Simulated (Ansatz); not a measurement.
# In2TeO2: what a guessed cell relaxes into

The task: take a trial cell of In2TeO2 to zero force and stress.

Method: DFT PBE, scalar-relativistic, plane waves, PAW, in Ansatz 0.2.0.

### Step 1. The starting structure

The structure is trigonal, space group P-3m1 (No. 164). The conventional cell has a = 3.899 Å, b = 3.899 Å, c = 6.934 Å, α = 90.00°, β = 90.00°, γ = 120.00°. In (site symmetry 3m) is surrounded by 4 O at 2.29 to 2.34 Å and 3 Te at 3.02 Å. Te (site symmetry -3m) has 6 In at 3.02 Å in its first shell of neighbours. O (site symmetry 3m) is surrounded by 4 In at 2.29 to 2.34 Å.

Coordinates:

```
CELL_PARAMETERS angstrom
3.89926 0.00000 0.00000
-1.94963 3.37686 0.00000
0.00000 0.00000 6.93374
ATOMIC_POSITIONS crystal
In 0.33333 0.66667 0.29000
In 0.66667 0.33333 0.71000
Te 0.00000 0.00000 0.00000
O 0.33333 0.66667 0.62000
O 0.66667 0.33333 0.38000
```

The cell is invented: species swapped into a database cell of Er2SeO2 (P-3m1, No. 164), with In on the Er sites and Te on the Se sites. Its size is a rough estimate.

### Step 2. Probe: one point on a coarse mesh

The input, input.yaml:

```yaml
crystal:
  lattice:
    - [3.89926428, 0.0, 0.0]
    - [-1.94963214, 3.37686192, 0.0]
    - [0.0, 0.0, 6.93373907]
  atoms:
    - { symbol: In, position: [0.33333333, 0.66666667, 0.28999999] }
    - { symbol: In, position: [0.66666667, 0.33333333, 0.71000001] }
    - { symbol: Te, position: [0.0, 0.0, 0.0] }
    - { symbol: O, position: [0.33333333, 0.66666667, 0.62] }
    - { symbol: O, position: [0.66666667, 0.33333333, 0.38] }
basis:
  ecutwfc: 420
kpoints:
  mp_grid: { grid: [6, 6, 4] }
hamiltonian:
  xc: pbe
scf:
  occupations: { method: gaussian, width: 0.1 }
  lower_state_search: "off"
output:
  forces: true
  stress: true
  eigenvalues: true
```

Command:

```console
$ ansatz run input.yaml --threads 1 --pin off --max-ram 2560MiB --backend cpu --events-out ev --progress --plain --runs-dir out
```

The session goes on with these runs: coarse relaxation; relaxation on the finer mesh.

Q: Predict the outcome of this session. Wanted: conventional cell; volume; energy over the elements; gap on the mesh.

The runs gave:

```
                                                              quantity                                                                       value
                                symmetry at the end (tolerance 0.05 Å)                                                 space group P-3m1 (No. 164)
                                                     conventional cell  a = 3.805 Å, b = 3.805 Å, c = 7.279 Å, α = 90.00°, β = 90.00°, γ = 120.00°
                                                                volume                                                               18.25 Å³/atom
energy over the elements (uncorrected; H, N, O, F and Cl as molecules)                                                               -0.90 eV/atom
                                                       gap on the mesh                                                                none (metal)
```

The space group P-3m1 (No. 164) is kept, at nearly the size of the first guess. A negative formation energy is needed for stability but isn't enough; other structures and compounds were not set against it here. No finished test with a distortion of lower symmetry is shown, so the end may be a saddle point. Spin-orbit coupling is left out for Te.
